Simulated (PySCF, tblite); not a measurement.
# C6H12Ge2: geometry, infrared bands and NMR shifts

What infrared bands and NMR shifts should C6H12Ge2 (`C=[CH][Ge@H]([GeH3])[C]#CCC`) show?

Computed with tblite 0.8.0 and PySCF 2.14.0, with density-fitted response routines of our own, on a single molecule in the gas phase. Atoms are numbered from 0 throughout.

**1. Starting geometry**

20 atoms, charge 0, multiplicity 1; geometry from: force field or distance geometry start.

Bonds of the start (Å): C0–C1 1.34, C1–Ge2 1.92, Ge2–Ge3 2.42, Ge2–C4 1.89, C4–C5 1.21, C5–C6 1.49, C6–C7 1.54, C0–H8 1.09, C0–H9 1.11, C1–H10 1.09, Ge2–H11 1.57, Ge3–H12 1.52, Ge3–H13 1.55, Ge3–H14 1.55, C6–H15 1.09, C6–H16 1.10, C7–H17 1.13, C7–H18 1.12, C7–H19 1.08.

**2. Relaxing the molecule with GFN2-xTB**

The job: settings as JSON, then the geometry in Å.

```
{"job": {"kind": "relax", "xc": "GFN2-xTB", "basis": "xTB"}, "charge": 0, "multiplicity": 1}
C     -3.067500    -2.343800     0.095800
C     -1.965600    -1.779500    -0.423500
Ge    -1.275500    -0.254400     0.521700
Ge    -2.646900     1.699800     0.143400
C      0.477900     0.146800    -0.050800
C      1.597200     0.404900    -0.425500
C      2.992600     0.704300    -0.861400
C      3.959100     0.404700     0.303800
H     -3.535200    -3.217400    -0.355900
H     -3.528900    -1.895700     1.002600
H     -1.484000    -2.197300    -1.311200
H     -1.317700    -0.614800     2.047500
H     -2.950500     1.776400    -1.343400
H     -1.859400     2.919700     0.694300
H     -3.923600     1.507500     0.992100
H      3.190500     0.076800    -1.733400
H      3.056700     1.785300    -1.070800
H      3.841700    -0.711300     0.452400
H      3.457400     0.861700     1.192200
H      4.976500     0.737200     0.126900
```

On the command line:

```bash
> OMP_NUM_THREADS=1 python probes_run.py task.json out
```

The driver reads the jobs from task.json and runs them one after another.

**Question.** This job is followed by: GFN2-xTB harmonic vibrations, gas phase; GIAO PBE0/pcSseg-1 NMR shielding, non-relativistic, gas phase. Predict these results of the whole session: strongest single infrared mode (GFN2-xTB); zero-point energy (GFN2-xTB); ¹³C shifts against TMS (PBE0/pcSseg-1); ¹H shifts against TMS (PBE0/pcSseg-1, means over atoms taken as alike); ⁷³Ge shifts against GeMe4 (PBE0/pcSseg-1).

As calculated:

| quantity | value |
| --- | --- |
| strongest single infrared mode (GFN2-xTB) | 2015 cm⁻¹, 557 km/mol |
| zero-point energy (GFN2-xTB) | 90.3 kcal/mol |
| ¹³C shifts against TMS (PBE0/pcSseg-1) | 144.4, 141.1, 120.4, 82.3, 17.0, 16.7 ppm |
| ¹H shifts against TMS (PBE0/pcSseg-1, means over atoms taken as alike) | 6.61, 6.48, 5.95, 4.93, 3.24, 2.40, 2.37, 1.22 ppm |
| ⁷³Ge shifts against GeMe4 (PBE0/pcSseg-1) | -200, -344 ppm |

The optimisation took 85 steps and gained 0.489 eV; among the close pairs (by a distance rule), Ge3–H13 changed most, from 1.553 to 1.500 Å. The lowest mode is imaginary (38i cm⁻¹), so the xTB geometry is not a minimum. The strongest single mode, at 2015 cm⁻¹, moves mainly H14. GFN2-xTB is a fitted tight-binding method: band positions and strengths are rough. Its intensities can rank the bands wrongly. C1 (alkene CH) lies farthest downfield among carbon, at 144.4 ppm; the olefinic region. H10 (hydrogen on an alkene CH) lies farthest downfield among hydrogen, at 6.61 ppm; olefinic region. At PBE0/pcSseg-1: The largest span, 308 ppm, is at C5, where the paramagnetic term is -207 ppm. Spin-orbit coupling is left out, which matters for shieldings and couplings at and beside the heavy atoms.
